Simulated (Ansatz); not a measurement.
# Two structures of HfRu: comparison of enthalpies under pressure, by script

One table from this session's results is given with a row withheld; the runs are named, their logs left out.

Computed with Ansatz 0.2.0, driven from Python. Level of theory: DFT r2SCAN, plane waves, PAW.

## Starting point

HfRu Pm-3m: It takes space group Pm-3m (No. 221, cubic). The conventional cell has a = 3.230 Å, b = 3.230 Å, c = 3.230 Å, α = 90.00°, β = 90.00°, γ = 90.00°. Around Hf (site symmetry m-3m) lie 8 Ru at 2.80 Å. Ru (site symmetry m-3m) is surrounded by 8 Hf at 2.80 Å.

HfRu Fm-3m: Symmetry: Fm-3m, No. 225, cubic system. The conventional cell has a = 5.260 Å, b = 5.260 Å, c = 5.260 Å, α = 90.00°, β = 90.00°, γ = 90.00°. Hf (site symmetry m-3m) is surrounded by 6 Ru at 2.63 Å. Ru (site symmetry m-3m) has 6 Hf at 2.63 Å as nearest neighbours.

No structure file is read: the coordinates are typed or built in the script.

The first run:

The input, transition.py:

```python
"""Pressure at which two phases of HfRu cross."""

import warnings

import ansatz as az
import numpy as np


def cscl(first, second, a):
    return (
        az.Lattice.cubic(a)
        .space_group(221)
        .atom(first, (0, 0, 0))
        .atom(second, (0.5, 0.5, 0.5))
    )


def rocksalt(a_site, b_site, a):
    return az.Crystal.rocksalt(a_site, b_site, a=a)


def run_phase(name, crystal, pressure=0.0):
    calc = crystal.calculation()
    calc = calc.functional("r2scan")
    calc = calc.basis(620)
    calc = calc.kpoints(spacing=0.3)
    calc = calc.occupations("cold", width=0.05)
    calc = calc.relax(force_tolerance=0.01, cell=True, pressure=pressure)
    return calc.run(threads=1)


def volume_per_atom(outcome):
    return abs(np.linalg.det(outcome.lattice.cell_ang)) / len(outcome.lattice.sites)

warnings.simplefilter("ignore", az.DeckWarning)

phases = {}
phases["CsCl"] = cscl("Hf", "Ru", 3.23)
phases["rocksalt"] = rocksalt("Hf", "Ru", 5.26)

# enthalpy per atom at each pressure
pressures = [0, 20, 40, 60]
enthalpy, volume = {name: [] for name in phases}, {name: [] for name in phases}
for p in pressures:
    for name, crystal in phases.items():
        o = run_phase(name, crystal, pressure=p)
        volume[name].append(volume_per_atom(o))
        enthalpy[name].append(o.report["energy_sigma0_ev"] / len(o.lattice.sites) + p * volume[name][-1] / 160.21766)
gap = np.array(enthalpy["rocksalt"]) - np.array(enthalpy["CsCl"])
rows = [(p, va, vb, 1000 * d) for p, va, vb, d in zip(pressures, volume["CsCl"], volume["rocksalt"], gap)]
print("   P (GPa)  V CsCl (A^3/atom)  V rocksalt (A^3/atom)  H(rocksalt) - H(CsCl) (meV/atom)")
for row in rows:
    print(f"{row[0]:10d}  {row[1]:17.3f}  {row[2]:21.3f}  {row[3]:+32.1f}")
crossings = [p0 - g0 * (p1 - p0) / (g1 - g0) for p0, p1, g0, g1 in zip(pressures, pressures[1:], gap, gap[1:]) if g0 * g1 < 0]
print("crossing near", [round(float(p), 1) for p in crossings], "GPa") if crossings else print("no crossing in this range")
```

On the command line:

```
python transition.py
```

Steps of the session up to this table: Launch.

One of the session's tables, all rows but one given; the rest of the session is left out.

It belongs to the step «Run by run». Enthalpy H = E + pV of the second structure less the first:

| pressure (GPa) | ΔH (meV/atom) |
| --- | --- |
| 0 | 894.2 |
| 20 | 1061.2 |
| 40 | ? |
| 60 | 1297.3 |

Q: Estimate the row for pressure (GPa) = 40 from the others.

Worked estimate for «ΔH (meV/atom)». A straight line through the neighbours (20, 1061.2) and (60, 1297.3) gives 1061.2 + (1297.3 − 1061.2) × (40 − 20) / (60 − 20) = 1179.2; a parabola fitted to 3 rows on both sides gives 1195.6.

The run gave: ΔH (meV/atom): 1188.2. In «ΔH (meV/atom)» the line misses by -9.0 and the parabola by +7.4.

To keep in mind: For the metals among these cells the mesh is coarse, so their volumes and pressures are rough. Only these two structures are compared, at zero temperature and with their symmetry kept; either may be hypothetical, and another phase may be lower than both.
